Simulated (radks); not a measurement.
# Nd³⁺ in [Kr] 4d10 4f3 5s2 5p4 6p2: an all-electron calculation

The task here is to estimate one member of a computed series from the others.

Method: scalar-relativistic Kohn-Sham, SCAN, spin-unpolarised, spherical densities, finite nucleus. Code: radks (a radial shooting solver on a logarithmic mesh, Libxc functionals) version 1.

## Starting point

```
element            : neodymium (Z = 60)
charge             : +3
electrons          : 57
configuration      : [Kr] 4d10 4f3 5s2 5p4 6p2
nuclear rms radius : 4.9123 fm
```

Outer shells as boxes (Hund's rule):

Nd³⁺
```
[Kr] core
4d [↑↓][↑↓][↑↓][↑↓][↑↓]
4f [↑ ][↑ ][↑ ][  ][  ][  ][  ]
5s [↑↓]
5p [↑↓][↑ ][↑ ]
6p [↑ ][↑ ][  ]
```

The first run:

Settings of this run:

```text
Z 60
configuration [Kr] 4d10 4f3 5s2 5p4 6p2
relativity scalar-relativistic
functional scan,scan
spin unpolarised
nucleus finite rms 4.9123 fm
c 137.035999084
```

The run is started by

```bash
python run_ks.py task.json out
```

This one command runs every case of the session in turn.

Among the steps run: Self-consistent calculation.

One of the session's tables, all rows but one given; the rest of the session is left out.

It belongs to the step «Shells». From the orbitals of this run (lengths in bohr):

| level | <r> | outermost maximum (interpolated) | 90 % within | nodes |
| --- | --- | --- | --- | --- |
| 1s | 0.02363 | 0.0151 | 0.0426 | 0 |
| 2s | 0.1009 | 0.0854 | 0.156 | 1 |
| 2p | 0.08880 | 0.0689 | 0.145 | 0 |
| 3s | 0.2658 | 0.243 | 0.390 | 2 |
| 3p | 0.2642 | 0.238 | 0.395 | 1 |
| 3d | 0.2418 | 0.196 | 0.377 | 0 |
| 4s | 0.6063 | 0.565 | 0.870 | 3 |
| 4p | 0.6414 | 0.589 | 0.932 | 2 |
| 4d | ? | ? | ? | ? |
| 5s | 1.400 | 1.28 | 1.99 | 4 |
| 5p | 1.580 | 1.44 | 2.27 | 3 |
| 4f | 0.9308 | 0.647 | 1.55 | 0 |
| 6p | 3.553 | 3.36 | 4.97 | 4 |

Q: Estimate the row for 4d from the others.

As computed: <r>: 0.7028; outermost maximum (interpolated): 0.617; 90 % within: 1.06; nodes: 1. In the column «<r>» it lies between 4p (0.6414) and 4f (0.9308).
